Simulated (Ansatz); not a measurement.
**CH₇GaN₂: one species, many methods**

The task here is to estimate one member of a computed series from the others.

The runs use Ansatz 0.2.0, Gaussian basis; functionals in def2-TZVPP, the program's frozen cores in correlated methods.

Plan: LDA (SPW92), PBE-D4, revPBE-D4, BLYP-D4, r2SCAN-D4, B97M-V, PBE0-D4, B3LYP-D4, r2SCANh-D4, r2SCAN0-D4, HSE06-D4, BHLYP-D4, CAM-B3LYP-D4, LC-ωPBE, ωB97X-V, ωB97M-V, B2PLYP, PBE-QIDH; CCSD(T)/def2-SVP; CCSD(T)/def2-TZVPP; MP2/def2-QZVPP; extrapolation to the limit.

## The geometry

All runs share one geometry, relaxed beforehand with PBE0-D4 in a triple-zeta def2 set.

SMILES `[CH3][Ga]([NH2])[NH2]`, 11 atoms, charge 0, spin multiplicity 1.

Atoms are counted from 1 here; the program's logs count them from 0.

Bond lengths: C1–Ga2 1.957 Å, C1–H5 1.091 Å, C1–H6 1.092 Å, C1–H7 1.092 Å, Ga2–N3 1.823 Å, Ga2–N4 1.822 Å, N3–H8 1.005 Å, N3–H9 1.005 Å, N4–H10 1.005 Å, N4–H11 1.005 Å. Angles: Ga2–C1–H5 111.3°, Ga2–C1–H6 110.5°, Ga2–C1–H7 110.7°, H5–C1–H6 108.1°, H5–C1–H7 108.5°, H6–C1–H7 107.7°, C1–Ga2–N3 122.0°, C1–Ga2–N4 122.2°, N3–Ga2–N4 115.8°, Ga2–N3–H8 123.8°, Ga2–N3–H9 122.8°, H8–N3–H9 111.4°, Ga2–N4–H10 122.9°, Ga2–N4–H11 124.1°, H10–N4–H11 111.5°.

Set-up of the first run:

Input file in.yaml:

```yaml
crystal:
  periodic: [false, false, false]
  atoms:
    - {symbol: C, position_ang: [-0.606354, 1.659142, 0.052941]}
    - {symbol: Ga, position_ang: [0.065325, -0.178067, -0.007436]}
    - {symbol: N, position_ang: [0.086438, -1.247696, 1.468898]}
    - {symbol: N, position_ang: [0.708390, -0.928239, -1.538469]}
    - {symbol: H, position_ang: [-0.742607, 2.064795, -0.950498]}
    - {symbol: H, position_ang: [0.093961, 2.304243, 0.588201]}
    - {symbol: H, position_ang: [-1.563569, 1.702138, 0.576164]}
    - {symbol: H, position_ang: [0.531920, -2.148513, 1.500137]}
    - {symbol: H, position_ang: [-0.110154, -0.903570, 2.392593]}
    - {symbol: H, position_ang: [0.628034, -0.487200, -2.437951]}
    - {symbol: H, position_ang: [0.974115, -1.894032, -1.623879]}
basis:
  gaussian: {orbitals: def2-TZVPP}
hamiltonian: {xc: lda}
output: {orbitals: {seedname: orbitals}}
```

Started as:

```bash
> ansatz run in.yaml --threads 2 --pin off --events-out ev --progress --plain --max-ram 32768MiB --backend cpu
```

Among the steps run: LDA; PBE-D4 (GGA); revPBE-D4 (GGA); BLYP-D4 (GGA); r2SCAN-D4 (meta-GGA); B97M-V (meta-GGA); B3LYP-D4 (hybrid); r2SCANh-D4 (hybrid); r2SCAN0-D4 (hybrid); HSE06-D4 (hybrid); BHLYP-D4 (hybrid); CAM-B3LYP-D4 (range-separated); LC-ωPBE (range-separated); ωB97X-V (range-separated); ωB97M-V (range-separated); B2PLYP (double hybrid); PBE-QIDH (double hybrid).

One of the session's tables, all rows but one given; the rest of the session is left out.

It belongs to the step «Frontier levels by functional». 

| functional | HOMO (eV) | LUMO (eV) | gap (eV) |
| --- | --- | --- | --- |
| LDA (SPW92) | -5.36 | -0.52 | 4.84 |
| PBE-D4 | -5.17 | -0.38 | 4.79 |
| revPBE-D4 | -5.11 | -0.30 | 4.81 |
| BLYP-D4 | -5.05 | -0.41 | 4.65 |
| r2SCAN-D4 | -5.47 | 0.16 | 5.63 |
| B97M-V | -5.51 | -0.29 | 5.22 |
| PBE0-D4 | -6.57 | 0.44 | 7.02 |
| B3LYP-D4 | -6.33 | 0.09 | 6.42 |
| r2SCANh-D4 | -5.99 | 0.43 | 6.42 |
| r2SCAN0-D4 | -6.79 | 0.80 | 7.59 |
| HSE06-D4 | -6.17 | 0.08 | 6.24 |
| BHLYP-D4 | -7.89 | 1.06 | 8.96 |
| CAM-B3LYP-D4 | ? | ? | ? |
| LC-ωPBE | -9.45 | 2.57 | 12.02 |
| ωB97X-V | -9.05 | 2.31 | 11.36 |
| ωB97M-V | -8.96 | 1.92 | 10.87 |

**Question.** Estimate the row for CAM-B3LYP-D4.

The run gave: HOMO (eV): -8.02; LUMO (eV): 1.23; gap (eV): 9.24. In the column «HOMO (eV)» it lies between ωB97M-V (-8.96) and BHLYP-D4 (-7.89).
